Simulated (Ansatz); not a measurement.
**C3H8F2Si: a ladder of functionals and wavefunction methods**

One table from this session's results is given with a row withheld; the runs are named, their logs left out.

Computed with Ansatz 0.2.0, Gaussian basis. Level: functionals in def2-TZVPP, the program's frozen cores in correlated methods.

Plan: LDA (SPW92), PBE-D4, revPBE-D4, BLYP-D4, r2SCAN-D4, B97M-V, PBE0-D4, B3LYP-D4, r2SCANh-D4, r2SCAN0-D4, HSE06-D4, BHLYP-D4, CAM-B3LYP-D4, LC-ωPBE, ωB97X-V, ωB97M-V, B2PLYP, PBE-QIDH; CCSD(T)/def2-SVP; CCSD(T)/def2-TZVPP; MP2/def2-QZVPP; extrapolation to the limit; RPA on PBE.

1 further run of the same task is left out (it didn't finish).

### Structure used throughout

The geometry comes from an earlier relaxation with PBE0-D4 in a triple-zeta def2 set; it is a stationary point, not always the lowest conformer.

SMILES `CC(C)[SiH](F)F`, 14 atoms, charge 0, spin multiplicity 1.

Atoms are counted from 1 here; the program's logs count them from 0.

Bond lengths: C1–C2 1.528 Å, C1–H7 1.093 Å, C1–H8 1.092 Å, C1–H9 1.094 Å, C2–C3 1.529 Å, C2–Si4 1.854 Å, C2–H10 1.099 Å, C3–H11 1.093 Å, C3–H12 1.094 Å, C3–H13 1.094 Å, Si4–F5 1.593 Å, Si4–F6 1.592 Å, Si4–H14 1.479 Å. Angles: C2–C1–H7 111.1°, C2–C1–H8 112.0°, C2–C1–H9 110.5°, H7–C1–H8 107.8°, H7–C1–H9 107.4°, H8–C1–H9 107.8°, C1–C2–C3 111.8°, C1–C2–Si4 111.9°, C1–C2–H10 108.5°, C3–C2–Si4 110.6°, C3–C2–H10 108.4°, Si4–C2–H10 105.3°, C2–C3–H11 111.1°, C2–C3–H12 110.6°, C2–C3–H13 112.3°, H11–C3–H12 107.4°, H11–C3–H13 107.7°, H12–C3–H13 107.5° and more.

The first run:

File in.yaml:

```yaml
crystal:
  periodic: [false, false, false]
  atoms:
    - {symbol: C, position_ang: [-1.516357, -0.108463, -0.077453]}
    - {symbol: C, position_ang: [-0.089005, 0.049754, 0.445916]}
    - {symbol: C, position_ang: [0.644392, -1.290592, 0.511299]}
    - {symbol: Si, position_ang: [0.880820, 1.276234, -0.551186]}
    - {symbol: F, position_ang: [0.992294, 0.778385, -2.060423]}
    - {symbol: F, position_ang: [0.124095, 2.676639, -0.589352]}
    - {symbol: H, position_ang: [-1.520045, -0.509434, -1.094584]}
    - {symbol: H, position_ang: [-2.054782, 0.841624, -0.091539]}
    - {symbol: H, position_ang: [-2.080021, -0.803915, 0.551373]}
    - {symbol: H, position_ang: [-0.133323, 0.471127, 1.460230]}
    - {symbol: H, position_ang: [0.716567, -1.748018, -0.479250]}
    - {symbol: H, position_ang: [0.108246, -1.991162, 1.157789]}
    - {symbol: H, position_ang: [1.659319, -1.189568, 0.905620]}
    - {symbol: H, position_ang: [2.254999, 1.518188, -0.059638]}
basis:
  gaussian: {orbitals: def2-TZVPP}
hamiltonian: {xc: lda}
output: {orbitals: {seedname: orbitals}}
```

Steps of the session up to this table: LDA; PBE-D4 (GGA); revPBE-D4 (GGA); BLYP-D4 (GGA); r2SCAN-D4 (meta-GGA); B97M-V (meta-GGA); PBE0-D4 (hybrid); B3LYP-D4 (hybrid); r2SCANh-D4 (hybrid); r2SCAN0-D4 (hybrid); HSE06-D4 (hybrid); BHLYP-D4 (hybrid); CAM-B3LYP-D4 (range-separated); LC-ωPBE (range-separated); ωB97X-V (range-separated); ωB97M-V (range-separated); B2PLYP (double hybrid); PBE-QIDH (double hybrid).

One table of the session follows, with a row left open; its other results are not shown here.

It belongs to the step «Frontier levels by functional». 

```
  functional  HOMO (eV)  LUMO (eV)  gap (eV)
 LDA (SPW92)          ?          ?         ?
      PBE-D4      -7.11      -0.09      7.03
   revPBE-D4      -7.07       0.05      7.11
     BLYP-D4      -7.04      -0.01      7.03
   r2SCAN-D4      -7.39       0.42      7.81
      B97M-V      -7.52       0.10      7.62
     PBE0-D4      -8.46       0.78      9.24
    B3LYP-D4      -8.28       0.50      8.78
  r2SCANh-D4      -7.89       0.70      8.59
  r2SCAN0-D4      -8.64       1.11      9.75
    HSE06-D4      -8.06       0.41      8.46
    BHLYP-D4      -9.78       1.52     11.29
CAM-B3LYP-D4      -9.87       1.66     11.53
     LC-ωPBE     -11.17       2.95     14.12
     ωB97X-V     -10.84       2.75     13.59
     ωB97M-V     -10.69       2.37     13.07
```

Estimate the missing values for LDA (SPW92).

**Answer.** HOMO (eV): -7.20; LUMO (eV): -0.37; gap (eV): 6.83. In the column «HOMO (eV)» it lies between r2SCAN-D4 (-7.39) and PBE-D4 (-7.11).
